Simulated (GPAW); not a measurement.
In3As:

```
CELL_PARAMETERS angstrom
4.67168 0.00000 0.00000
0.00000 4.67168 0.00000
0.00000 0.00000 4.67168
ATOMIC_POSITIONS crystal
In 0.50000 0.50000 0.00000
In 0.50000 0.00000 0.50000
In 0.00000 0.50000 0.50000
As 0.00000 0.00000 0.00000
```

The cell comes from a database or a generator and needn't be the stable form of this composition.

Base run:

```yaml
Program: GPAW 26.7.0
Functional: PBE
Potentials_or_basis: GPAW PAW data sets (gpaw-data 1.2.1)
Cutoff: 600 eV
Basis: pw
k_mesh: 6 × 6 × 6
Occupations: fermi-dirac, width 0.05 eV
Spin: no spin polarisation
```

Its results: pressure 0.3 GPa.

Problem. The run is repeated on the same cell with these changes: functional from PBE to LDA; potentials or basis from GPAW PAW data sets (gpaw-data 1.2.1) to the program's PAW data sets (release 1.2.1) made for this functional. What comes out?

Solution. Pressure -4.1 GPa.

Not every run made on this cell is shown here.
